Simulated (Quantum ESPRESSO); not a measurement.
Crystal: Ta3AsAu2O13.

```
CELL_PARAMETERS angstrom
6.43030 -1.94333 -0.00483
6.43030 1.94333 -0.00483
-2.54785 0.00000 10.68617
ATOMIC_POSITIONS crystal
Ta 0.42174 0.42174 0.35289
Ta 0.60514 0.60514 0.67616
Ta 0.33575 0.33575 0.98865
As 0.62199 0.62199 0.00347
Au 0.71608 0.71608 0.34780
Au 0.30523 0.30523 0.63263
O 0.69967 0.69967 0.15479
O 0.56266 0.56266 0.34673
O 0.27377 0.27377 0.44492
O 0.32994 0.32994 0.81777
O 0.48263 0.48263 0.55126
O 0.75351 0.75351 0.62745
O 0.36278 0.36278 0.18289
O 0.87969 0.87969 0.36594
O 0.57427 0.57427 0.83568
O 0.11671 0.11671 0.67068
O 0.49325 0.49325 0.03078
O 0.16601 0.16601 0.98717
O 0.79918 0.79918 0.98234
```

The cell was built by a generator and needn't be a form met in nature.

Base run:

```yaml
Program: Quantum ESPRESSO 7.5
Functional: PBE
Potentials_or_basis: SSSP 1.3 efficiency PBE
Cutoff: 816 eV
Density_cutoff: 5987 eV
k_mesh: 5 × 5 × 2
Occupations: fermi-dirac, width 0.05 eV
Spin: no spin polarisation
Hubbard_terms: Au d U = 4 eV, Ta d U = 4 eV
```

Its results: band gap on the k mesh 0.21 eV, indirect (least direct gap 0.22 eV); pressure 2.2 GPa; largest force 0.607 eV/Å.

**Question.** The run is repeated on the same cell with these changes: hubbard terms from Au d U = 4 eV, Ta d U = 4 eV to Au d U = 6 eV, Ta d U = 6 eV. What comes out?

**Answer.** Band gap on the k mesh 0.23 eV, indirect (least direct gap 0.31 eV); pressure 3.1 GPa; largest force 0.677 eV/Å.

Caveats: spin-orbit coupling is left out, which moves the levels of the heavy elements; an odd mesh through Γ misses points on the zone boundary, where band edges often lie.

Not every run made on this cell is shown here.
